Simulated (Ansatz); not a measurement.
**AlGaH4O: how energies converge with the basis set**

The task here is to estimate one member of a computed series from the others.

Program: Ansatz 0.2.0, Gaussian basis. Level of theory: one geometry, several basis sets. These are calculated values, not measurements.

The runs, in order: PBE0-D4/def2-SVP; ωB97M-V/def2-SVP; PBE0-D4/def2-QZVPP; ωB97M-V/def2-QZVPP; the functionals' def2-TZVPP values are taken from earlier runs.

## Structure used throughout

An earlier PBE0-D4 in a triple-zeta def2 set relaxation fixed the geometry.

SMILES `[AlH2][O][GaH2]`, 7 atoms, charge 0, spin multiplicity 1.

Atoms are counted from 1 here; the program's logs count them from 0.

Bond lengths: Al1–O2 1.675 Å, Al1–H4 1.584 Å, Al1–H5 1.584 Å, O2–Ga3 1.768 Å, Ga3–H6 1.561 Å, Ga3–H7 1.561 Å. Angles: O2–Al1–H4 118.7°, O2–Al1–H5 118.7°, H4–Al1–H5 122.6°, Al1–O2–Ga3 179.9°, O2–Ga3–H6 115.8°, O2–Ga3–H7 115.9°, H6–Ga3–H7 128.3°.

The first run:

File in.yaml:

```yaml
crystal:
  periodic: [false, false, false]
  atoms:
    - {symbol: Al, position_ang: [-1.411631, 0.052530, -0.931241]}
    - {symbol: O, position_ang: [-0.013233, 0.000721, -0.011125]}
    - {symbol: Ga, position_ang: [1.461117, -0.054566, 0.963222]}
    - {symbol: H, position_ang: [-2.448950, -1.138117, -0.807009]}
    - {symbol: H, position_ang: [-1.644686, 1.290999, -1.890802]}
    - {symbol: H, position_ang: [1.372313, 0.615894, 2.370481]}
    - {symbol: H, position_ang: [2.685069, -0.767461, 0.306474]}
basis:
  gaussian: {orbitals: def2-SVP}
hamiltonian: {xc: pbe0, dispersion: d4}
output: {orbitals: {seedname: orbitals}}
```

The run is started by

```
$ ansatz run in.yaml --threads 2 --pin off --events-out ev --progress --plain --max-ram 4352MiB
```

Steps of the session up to this table: PBE0-D4 in def2-SVP; ωB97M-V in def2-SVP; PBE0-D4 in def2-QZVPP; ωB97M-V in def2-QZVPP.

One of the session's tables, all rows but one given; the rest of the session is left out.

It belongs to the step «Functionals by basis». 

| functional | basis | HOMO (eV) |
| --- | --- | --- |
| PBE0-D4 | def2-SVP | -7.92 |
| PBE0-D4 | def2-TZVPP | -7.98 |
| PBE0-D4 | def2-QZVPP | -7.98 |
| ωB97M-V | def2-SVP | ? |
| ωB97M-V | def2-TZVPP | -10.20 |
| ωB97M-V | def2-QZVPP | -10.21 |

Estimate the missing values for ωB97M-V, def2-SVP.

**Answer.** HOMO (eV): -10.09. In the column «HOMO (eV)» it lies between ωB97M-V, def2-TZVPP (-10.20) and PBE0-D4, def2-TZVPP (-7.98).
